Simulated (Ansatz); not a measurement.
# Ga2SnO3: one candidate of a structure search

The task: take a trial cell of Ga2SnO3 to zero force and stress.

Method: DFT PBE, scalar-relativistic, plane waves, PAW, in Ansatz 0.2.0.

## (1) The system as given

It takes space group P6/mmm (No. 191, hexagonal). Conventional cell: a = 5.728 Å, b = 5.728 Å, c = 3.176 Å, α = 90.00°, β = 90.00°, γ = 120.00°. Around Ga (site symmetry -6m2) lie 6 O at 2.29 Å. Sn (site symmetry 6/mmm) has 2 Sn at 3.18 Å and 12 O at 3.27 Å and 6 Ga at 3.31 Å in its first shell of neighbours. O (site symmetry mmm) has 4 Ga at 2.29 Å and 4 Sn at 3.27 Å in its first shell of neighbours.

As a file:

```xyz
6
Lattice="5.7277 0.0000 0.0000 -2.8639 4.9603 0.0000 0.0000 0.0000 3.1761" Properties=species:S:1:pos:R:3 pbc="T T T"
Ga    0.0000    3.3069    0.0000
Ga    2.8639    1.6534    0.0000
Sn    0.0000    0.0000    0.0000
O     2.8639    0.0000    1.5880
O     1.4319    2.4802    1.5880
O    -1.4319    2.4802    1.5880
```

Recipe of the guess: species swapped into a database cell of LuB2Ru3 (P6/mmm, No. 191), with Sn on the Lu sites, Ga on the B sites and O on the Ru sites. Lengths come from tabulated atomic sizes and are only a guess.

## (2) A first look at the guess

Input file input.yaml:

```yaml
crystal:
  lattice:
    - [5.72770312, 0.0, 0.0]
    - [-2.86385156, 4.96033641, 0.0]
    - [0.0, 0.0, 3.17608977]
  atoms:
    - { symbol: Ga, position: [0.33333333, 0.66666667, 0.0] }
    - { symbol: Ga, position: [0.66666667, 0.33333333, 0.0] }
    - { symbol: Sn, position: [0.0, 0.0, 0.0] }
    - { symbol: O, position: [0.5, 0.0, 0.5] }
    - { symbol: O, position: [0.5, 0.5, 0.5] }
    - { symbol: O, position: [0.0, 0.5, 0.5] }
basis:
  ecutwfc: 420
kpoints:
  mp_grid: { grid: [6, 6, 6] }
hamiltonian:
  xc: pbe
scf:
  occupations: { method: gaussian, width: 0.1 }
  lower_state_search: "off"
output:
  forces: true
  stress: true
  eigenvalues: true
```

Command:

```console
> ansatz run input.yaml --threads 1 --pin off --max-ram 2560MiB --backend cpu --events-out ev --progress --plain --runs-dir out
```

The session goes on with these runs: rough relaxation on the coarse mesh; relaxation on the finer mesh.

Before running it: what results should come out? Wanted: conventional cell; volume; energy over the elements; gap on the mesh.

The runs gave:

| quantity | value |
| --- | --- |
| symmetry at the end (tolerance 0.05 Å) | space group P6/mmm (No. 191) |
| conventional cell | a = 5.653 Å, b = 5.653 Å, c = 2.822 Å, α = 90.00°, β = 90.00°, γ = 120.00° |
| volume | 13.02 Å³/atom |
| energy over the elements (uncorrected; H, N, O, F and Cl as molecules), grey Sn | -0.80 eV/atom |
| gap on the mesh | none (metal) |

The space group P6/mmm (No. 191) is kept, and the volume per atom shrinks by 13.5 % from the first guess. A negative formation energy is needed for stability but isn't enough; other structures and compounds were not set against it here. No finished test with a distortion of lower symmetry is shown, so the end may be a saddle point.
